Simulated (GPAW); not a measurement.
# Ir3Rh: equation of state with PBEsol

The system is Ir3Rh.

```
CELL_PARAMETERS angstrom
3.84034 0.00000 0.00000
0.00000 3.84034 0.00000
0.00000 0.00000 3.84034
ATOMIC_POSITIONS crystal
Ir 0.50000 0.50000 0.00000
Ir 0.00000 0.50000 0.50000
Ir 0.50000 0.00000 0.50000
Rh 0.00000 0.00000 0.00000
```

The cell comes from a database or a generator and needn't be the stable form of this composition.

```json
{
 "Program": "GPAW 26.7.0",
 "Task": "equation of state",
 "Functional": "PBEsol",
 "Potentials or basis": "PAW data sets generated in the run's folder for this functional",
 "Cutoff": "600 eV",
 "Basis": "pw",
 "k mesh": "7 × 7 × 7",
 "Occupations": "fermi-dirac, width 0.05 eV",
 "Spin": "no spin polarisation"
}
```

```yaml
Equilibrium_volume: 13.91 Å³/atom
Bulk_modulus: 362 GPa
Pressure_derivative_of_the_bulk_modulus: 5.1
```

Energy against volume, from the lowest point:
| volume (Å³/atom) | energy (meV/atom) |
| --- | --- |
| 13.310 | 31.64 |
| 13.593 | 8.35 |
| 13.876 | 0.00 |
| 14.159 | 4.89 |
| 14.443 | 21.46 |
| 14.726 | 48.36 |
| 15.009 | 84.35 |

Wall time 4.6 min on 1 thread of Arm Neoverse V2, with other jobs on the host, peak memory 0.36 GiB.

Spin-orbit coupling is left out, which matters for the levels of Ir.
